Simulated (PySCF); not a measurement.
# C3H6BF3Si: electronic excitations

Aim: predict the electronic excitations of C3H6BF3Si (`C[SiH2]/C=C(\F)B(F)F`).

The runs use PySCF 2.14.0, with density-fitted response routines of our own; the level of theory stands in each step. All values are computed, except where a source is named. Atoms are numbered from 0 throughout.

**1. The starting structure**

14 atoms, charge 0, multiplicity 1; geometry from: GFN2-xTB.

Bonds of the start (Å): C0–Si1 1.90, Si1–C2 1.90, C2–C3 1.34, C3–F4 1.37, C3–B5 1.56, B5–F6 1.32, B5–F7 1.31, C0–H8 1.09, C0–H9 1.09, C0–H10 1.09, Si1–H11 1.47, Si1–H12 1.46, C2–H13 1.08.

**2. TDDFT and polarisability: PBE0/def2-SVPD**

The job: settings as JSON, then the geometry in Å.

```
{"job": {"kind": "uv", "xc": "PBE0", "basis": "def2-SVPD", "nstates": 8, "ntriplets": 3}, "charge": 0, "multiplicity": 1}
C     -2.127099     0.894867     0.139865
Si    -1.343755    -0.779621    -0.288583
C      0.459161    -0.745945     0.296261
C      1.397049     0.020550    -0.266145
F      1.017044     0.810380    -1.314190
B      2.891066     0.101041     0.158224
F      3.340890    -0.629275     1.162001
F      3.794853     0.863267    -0.413556
H     -1.574682     1.710229    -0.319010
H     -3.151965     0.947468    -0.215220
H     -2.139943     1.066319     1.213166
H     -1.991591    -1.879184     0.436074
H     -1.355662    -1.021266    -1.732686
H      0.783959    -1.359304     1.121632
```

Method: TDDFT PBE0/def2-SVPD, vertical, gas phase, core orbitals frozen in the response.

Command:

```bash
$ OMP_NUM_THREADS=1 python probes_run.py task.json out
```

The driver reads the jobs from task.json and runs them one after another.

Predict these results of the whole session: lowest singlet (PBE0/def2-SVPD); lowest triplet.

The runs gave:

```
                       quantity                        value
lowest singlet (PBE0/def2-SVPD)  5.69 eV (218 nm), f = 0.343
                 lowest triplet                      3.48 eV
```

What this shows: The lowest singlet, at 5.69 eV, is HOMO→LUMO 0.95 and is bright. The lowest triplet lies 2.21 eV below the lowest singlet (triplets in Tamm-Dancoff, singlets in full TDDFT).
